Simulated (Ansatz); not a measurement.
# Fe2O3 (Hematite): the cost of one run

Program: Ansatz 0.2.0. Level of theory: DFT PBE, scalar-relativistic, plane waves, PAW. These are calculated values, not measurements.

### Step 1. Starting point

Symmetry: R-3c, No. 167, trigonal system. Conventional cell: a = 4.773 Å, b = 4.773 Å, c = 13.304 Å, α = 90.00°, β = 90.00°, γ = 120.00°. Fe (site symmetry 3) has 6 O at 1.89 to 1.96 Å as nearest neighbours. O (site symmetry 2) has 4 Fe at 1.89 to 1.96 Å as nearest neighbours.

As a file:

```cif
data_structure
_symmetry_space_group_name_H-M 'R-3c:H'
_symmetry_Int_Tables_number 167
_cell_length_a 4.7730
_cell_length_b 4.7730
_cell_length_c 13.3036
_cell_angle_alpha 90.000
_cell_angle_beta 90.000
_cell_angle_gamma 120.000
_cell_volume 262.47
loop_
_atom_site_label
_atom_site_type_symbol
_atom_site_symmetry_multiplicity
_atom_site_Wyckoff_symbol
_atom_site_fract_x
_atom_site_fract_y
_atom_site_fract_z
_atom_site_occupancy
Fe1 Fe 12 c 0.66667 0.33333 0.17879 1
O1 O 18 e 0.64655 0.66667 0.41667 1
```

An earlier run at PBE left this cell at 8.749 Å³/atom and -0.01 GPa (6×6×6 mesh).

### Step 2. Antiferromagnetic, in the cell as typed

input.yaml

```yaml
crystal:
  lattice:
    - [2.3865028533, 1.3778480648, 4.4345385293]
    - [-2.3865028533, 1.3778480648, 4.4345385293]
    - [0.0, -2.7556961296, 4.4345385293]
  atoms:
    - { symbol: Fe, position: [0.3454541915, 0.3454541915, 0.3454541915], spin: 5.0 }
    - { symbol: Fe, position: [0.1545458085, 0.1545458085, 0.1545458085], spin: -5.0 }
    - { symbol: Fe, position: [0.6545458085, 0.6545458085, 0.6545458085], spin: -5.0 }
    - { symbol: Fe, position: [0.8454541915, 0.8454541915, 0.8454541915], spin: 5.0 }
    - { symbol: O, position: [0.5632180992, 0.9367819008, 0.25] }
    - { symbol: O, position: [0.25, 0.5632180992, 0.9367819008] }
    - { symbol: O, position: [0.9367819008, 0.25, 0.5632180992] }
    - { symbol: O, position: [0.4367819008, 0.0632180992, 0.75] }
    - { symbol: O, position: [0.75, 0.4367819008, 0.0632180992] }
    - { symbol: O, position: [0.0632180992, 0.75, 0.4367819008] }
basis:
  ecutwfc: 420
  ecutrho_ratio: 4
kpoints:
  mp_grid: { grid: [6, 6, 6] }
hamiltonian:
  xc: pbe
  pseudopotentials: { kind: paw, frozen_core: stored }
scf:
  occupations: { method: gaussian, width: 0.05 }
  lower_state_search: "off"
output:
  forces: true
  stress: true
  eigenvalues: true
  populations: true
magnetization:
  spin_polarized: true
```

Run with:

```
> ansatz run input.yaml --threads 2 --pin off --max-ram 5120MiB --backend cpu --events-out ev --progress --plain --runs-dir out
```

**Question.** How long does this run take on 2 threads of Intel Xeon at 2.70GHz, shared host, and how much memory does it need?

About 2.1 min, with a peak of 0.6 GiB.
